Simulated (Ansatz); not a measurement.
Run this with Ansatz 0.2.0 through its Python package and show what comes out.

The script reads `ch3zn.xyz`:
```text
5

C     0.09980   -0.23230   -0.00360
Zn   -0.76110    1.43090    0.71840
H     0.31370   -1.08860    0.54410
H    -0.56080   -0.46840   -0.84040
H     0.95830    0.28470   -0.45990
```

`x2c_ch3zn.py`:
```python
'''CH3Zn with and without the spin-free two-component Hamiltonian.'''

import warnings

import ansatz as az
import numpy as np


def main() -> None:
    warnings.simplefilter('ignore', az.DeckWarning)

    mol = az.Crystal.molecule_from_extxyz('ch3zn.xyz')

    model = (
        mol.calculation()
        .functional('hf')
        .spin('collinear', total=1)
        .forces()
    )
    # a set contracted for a scalar-relativistic Hamiltonian goes with the relativistic run
    sets = {'none': 'cc-pVTZ', 'scalar': 'cc-pVTZ-DK'}
    found = {kind: model.basis(gaussian=basis).pseudopotentials(relativity=kind).run().report for kind, basis in sets.items()}
    for kind, each in found.items():
        dipole = 4.803205 * np.linalg.norm(each['charge_distribution']['dipole_moment_e_ang'])
        print(f'{kind:7s} E = {each["free_energy_ev"]:.4f} eV  dipole {dipole:.3f} D  largest force component {np.abs(each["forces_ev_ang"]).max():.4f} eV/A')
    print(f'relativity lowers the total energy by {found["none"]["free_energy_ev"] - found["scalar"]["free_energy_ev"]:.3f} eV')


if __name__ == '__main__':
    main()
```

`python x2c_ch3zn.py` gives:
```text
none    E = -49454.6887 eV  dipole 0.165 D  largest force component 1.9501 eV/A
scalar  E = -49902.0750 eV  dipole 0.095 D  largest force component 1.9838 eV/A
relativity lowers the total energy by 447.386 eV
```

The total moves by -447.4 eV, nearly all in the cores, and the dipole from 0.17 to 0.09 D.

Total energies depend on the basis set; only differences at equal settings carry meaning. The geometry is a force-field or estimated start, not a minimum of this method. The basis set changes with the Hamiltonian (a set recontracted for scalar relativity), and most of the change in the total lies in the cores. The species is open-shell (spin multiplicity 2). It ran for 16 s on 1 thread of Arm Neoverse N1, on a shared host, peak memory 0.38 GiB.
